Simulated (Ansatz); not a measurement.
# triplet AlNH4O2: levels of theory compared

We compute a comparison of 6 runs (UHF/STO-3G, UHF/6-311+G**, UB3LYP/6-31G*, U-wB97M-V/6-311+G**, UBHLYP/6-311+G**, UBLYP/6-311+G**) of triplet AlNH4O2. 

The calculation is run with Ansatz 0.2.0.

50 further runs of the same task are left out: 50 set aside as unsound or not needed.

## Step 1: The system as given

The species is AlNH4O2 (8 atoms), meant as a triplet with charge 0. SMILES of the parent species: `[NH2][Al]([OH])[OH]`. The coordinates come from a PBE0-D4/def2-TZVP relaxation. This is one conformer, not always the lowest. That shape belongs to the parent species and isn't relaxed for this state.

Bond lengths: N1–Al2 1.760 Å, Al2–O3 1.695 Å, Al2–O4 1.692 Å, N1–H5 1.005 Å, N1–H6 1.006 Å, O3–H7 0.954 Å, O4–H8 0.955 Å. Angles: N1–Al2–O3 123.6°, N1–Al2–O4 117.6°, O3–Al2–O4 118.8°, Al2–N1–H5 126.0°, Al2–N1–H6 123.5°, Al2–O3–H7 124.8°, Al2–O4–H8 122.2°, H5–N1–H6 110.5°.

## Step 2: The energy at UHF/STO-3G (run 1)

input.yaml

```yaml
crystal:
  periodic: [false, false, false]
  atoms:
    - {symbol: "N", position_ang: [-0.453400, 1.370900, 0.159000]}
    - {symbol: Al, position_ang: [0.021900, -0.314300, -0.015200]}
    - {symbol: O, position_ang: [1.569400, -0.806100, -0.500900]}
    - {symbol: O, position_ang: [-1.140100, -1.496100, 0.324200]}
    - {symbol: H, position_ang: [0.132800, 2.170000, -0.009000]}
    - {symbol: H, position_ang: [-1.372600, 1.662000, 0.447700]}
    - {symbol: H, position_ang: [2.287000, -0.213800, -0.712700]}
    - {symbol: H, position_ang: [-0.952800, -2.429800, 0.251200]}
basis:
  gaussian: {orbitals: STO-3G}
magnetization: {spin_polarized: true, initial_magnetization: 2}
hamiltonian: {xc: hf}
accuracy: high
output: {orbitals: {seedname: orbitals}}
```

On the command line:

```console
$ ansatz run input.yaml --threads 1 --pin off --max-ram 3480MiB --events-out events.jsonl --progress --plain --runs-dir runs
```

The log of the run:

```text
Warning: RAYON_NUM_THREADS=1 ignored (pool sized by the plan → 1); use --threads N
Functional definition: HF
  name "HF"
  exchange = exact_x
  correlation = 0
556 factors; integrals over basis functions are off by at most 1.5e-8 eV
mean field evaluation 1: about -12037.4268 eV, gradient 2.5e1 eV
mean field evaluation 2: about -12037.5712 eV, gradient 2.5e1 eV
mean field evaluation 4: about -12042.1705 eV, gradient 1.9e0 eV
mean field evaluation 8: about -12042.2665 eV, gradient 6.4e-4 eV
mean field evaluation 16: about -12042.0083 eV, gradient 2.8e0 eV
mean field evaluation 32: about -12041.8572 eV, gradient 5.6e-1 eV
mean field evaluation 64: about -12041.1413 eV, gradient 1.1e0 eV
mean field evaluation 96: about -12040.5660 eV, gradient 6.0e-1 eV
mean field evaluation 128: about -12039.8817 eV, gradient 2.8e0 eV
mean field evaluation 160: about -12042.2389 eV, gradient 7.0e-1 eV
mean field -12042.26421292 eV, -442.5450472850 hartree, gradient 1.6e-8 eV, S^2 2.011804; 2 other end points of the search recorded, 0 dependent functions left out
reference -12042.26421292 eV, -442.5450472850 hartree; 21, 19 occupied and 7, 9 virtual orbitals, 556 factors
Total energy: -12042.26421292 eV, -442.5450472850 hartree
```

Wall time 0.52 s (1 thread of Arm Neoverse V2, shared host).

## Step 3: The energy at UHF/6-311+G(d,p) (run 2)

run.yaml

```yaml
crystal:
  periodic: [false, false, false]
  atoms:
    - symbol: N
      position_ang: [-0.453400, 1.370900, 0.159000]
    - symbol: Al
      position_ang: [0.021900, -0.314300, -0.015200]
    - symbol: O
      position_ang: [1.569400, -0.806100, -0.500900]
    - symbol: O
      position_ang: [-1.140100, -1.496100, 0.324200]
    - symbol: H
      position_ang: [0.132800, 2.170000, -0.009000]
    - symbol: H
      position_ang: [-1.372600, 1.662000, 0.447700]
    - symbol: H
      position_ang: [2.287000, -0.213800, -0.712700]
    - symbol: H
      position_ang: [-0.952800, -2.429800, 0.251200]
basis:
  gaussian:
    orbitals: 6-311+G_st__st_-spherical.json
magnetization:
  spin_polarized: true
  initial_magnetization: 2
hamiltonian:
  xc: hf
accuracy: high
output:
  orbitals: {seedname: orbitals}
```

The basis set 6-311+G** is read from a file made from the Basis Set Exchange's data (not shown).

On the command line:

```console
$ ansatz run run.yaml --threads 1 --pin off --max-ram 3480MiB --events-out events.jsonl --progress --plain --runs-dir runs
```

The log of the run:

```text
Warning: RAYON_NUM_THREADS=1 ignored (pool sized by the plan → 1); use --threads N
[... 4 set-up lines as earlier in the session ...]
2215 factors; integrals over basis functions are off by at most 1.9e-8 eV
mean field evaluation 1: about -12196.2914 eV, gradient 4.2e1 eV
mean field evaluation 2: about -12196.2983 eV, gradient 4.2e1 eV
mean field evaluation 4: about -12203.4683 eV, gradient 3.2e0 eV
mean field evaluation 8: about -12203.7189 eV, gradient 1.9e-1 eV
mean field evaluation 16: about -12202.8817 eV, gradient 4.4e0 eV
mean field evaluation 32: about -12200.1402 eV, gradient 1.4e1 eV
mean field evaluation 64: about -12200.0895 eV, gradient 3.2e0 eV
mean field evaluation 96: about -12201.9895 eV, gradient 3.1e-1 eV
mean field -12203.72065820 eV, -448.4784622100 hartree, gradient 3.8e-8 eV, S^2 2.007928; 0 other end points of the search recorded, 0 dependent functions left out
reference -12203.72065820 eV, -448.4784622100 hartree; 21, 19 occupied and 99, 101 virtual orbitals, 2215 factors
Total energy: -12203.72065820 eV, -448.4784622100 hartree
```

Wall time 9.3 s (1 thread of Arm Neoverse V2, shared host); peak memory 0.42 GiB.

## Step 4: A single-point energy at UB3LYP/6-31G(d) (Cartesian functions) (run 3)

input.yaml: that of step 2 with these lines changed.

```diff
@@ -12,5 +12,9 @@
 basis:
-  gaussian: {orbitals: STO-3G}
-magnetization: {spin_polarized: true, initial_magnetization: 2}
-hamiltonian: {xc: hf}
+  gaussian:
+    orbitals: "6-31G*"
+magnetization:
+  spin_polarized: true
+  initial_magnetization: 2
+hamiltonian:
+  xc: {name: B3LYP}
 accuracy: high
```

On the command line:

```console
$ ansatz run input.yaml --threads 1 --pin off --max-ram 3480MiB --events-out events.jsonl --progress --plain --runs-dir runs
```

The log of the run:

```text
Warning: RAYON_NUM_THREADS=1 ignored (pool sized by the plan → 1); use --threads N
Functional definition: B3LYP
  name "B3LYP"
  parameter a0 = 0.2
  parameter ax = 0.72
  parameter ac = 0.81
  exchange = (1 - a0 - ax)*slater_x + ax*b88_x + a0*exact_x
  correlation = (1 - ac)*vwn_rpa_c + ac*lyp_c
1520 factors; integrals over basis functions are off by at most 3.1e-9 eV
mean field evaluation 1: about -12231.1067 eV, gradient 5.9e1 eV
mean field evaluation 2: about -12169.5318 eV, gradient 1.3e2 eV
mean field evaluation 4: about -12239.1395 eV, gradient 3.0e1 eV
mean field evaluation 8: about -12244.1118 eV, gradient 1.3e0 eV
mean field evaluation 16: about -12244.2523 eV, gradient 1.9e-2 eV
mean field evaluation 32: about -12244.2523 eV, gradient 8.5e-8 eV
mean field -12244.25228414 eV, -449.9679719899 hartree, gradient 8.5e-8 eV, S^2 2.003005; 5 other end points of the search recorded, 0 dependent functions left out
reference -12244.25232467 eV, -449.9679734792 hartree; 21, 19 occupied and 51, 53 virtual orbitals, 1520 factors
Total energy: -12244.25232467 eV, -449.9679734792 hartree
```

It took 12 s on 1 thread of Arm Neoverse V2, shared host; peak memory 0.31 GiB.

Runs 4 to 5 aren't shown in full; the table further down has their settings and results.

## Step 5: The energy at UBLYP/6-311+G(d,p) (run 6)

job.yaml

```yaml
crystal:
  periodic: [false, false, false]
  atoms:
    - {symbol: "N", position_ang: [-0.453400, 1.370900, 0.159000]}
    - {symbol: Al, position_ang: [0.021900, -0.314300, -0.015200]}
    - {symbol: O, position_ang: [1.569400, -0.806100, -0.500900]}
    - {symbol: O, position_ang: [-1.140100, -1.496100, 0.324200]}
    - {symbol: H, position_ang: [0.132800, 2.170000, -0.009000]}
    - {symbol: H, position_ang: [-1.372600, 1.662000, 0.447700]}
    - {symbol: H, position_ang: [2.287000, -0.213800, -0.712700]}
    - {symbol: H, position_ang: [-0.952800, -2.429800, 0.251200]}
basis:
  gaussian:
    orbitals: 6-311+G_st__st_-spherical.json
magnetization:
  spin_polarized: true
  initial_magnetization: 2
hamiltonian:
  xc: {name: BLYP}
accuracy: high
output: {orbitals: {seedname: orbitals}}
```

The basis set 6-311+G** is read from a file made from the Basis Set Exchange's data (not shown).

On the command line:

```console
$ ansatz run job.yaml --threads 1 --pin off --max-ram 3480MiB --events-out events.jsonl --progress --plain --runs-dir runs
```

The log of the run, cut to the lines that bear on the results:

```text
Warning: RAYON_NUM_THREADS=1 ignored (pool sized by the plan → 1); use --threads N
Functional definition: BLYP
  name "BLYP"
[...]
2215 factors; integrals over basis functions are off by at most 1.9e-8 eV
[...]
mean field -12246.40768494 eV, -450.0471815084 hartree, gradient 3.5e-8 eV, S^2 2.002524; 8 other end points of the search recorded, 0 dependent functions left out
reference -12246.40773558 eV, -450.0471833694 hartree; 21, 19 occupied and 99, 101 virtual orbitals, 2215 factors
Total energy: -12246.40773558 eV, -450.0471833694 hartree
```

It took 24 s on 1 thread of Arm Neoverse V2, shared host; peak memory 0.42 GiB.

## Step 6: Overview of the runs

```tsv
run	level	Cartesian functions	energy (Eh)	⟨S²⟩	wall time
1	UHF/STO-3G	no	-442.545047	2.012	0.52 s
2	UHF/6-311+G**	no	-448.478462	2.008	9.3 s
3	UB3LYP/6-31G* (Cartesian functions)	yes	-449.967973	2.003	12 s
4	U-wB97M-V/6-311+G**	no	-449.978487	2.003	2.9 min
5	UBHLYP/6-311+G**	no	-449.965926	2.004	16 s
6	UBLYP/6-311+G**	no	-450.047183	2.003	24 s
```

## Step 7: Summary of results

```
                                 quantity          value
                      run 6: total energy  -450.04718 Eh
run 6: HOMO energy (highest over α and β)       -2.36 eV
                              run 6: ⟨S²⟩          2.003
```

**Reading.** Totals of different functionals can't be ranked against each other. In run 1 the basis is minimal, so the values are rough. All runs together took 3.9 min, the longest 2.9 min.
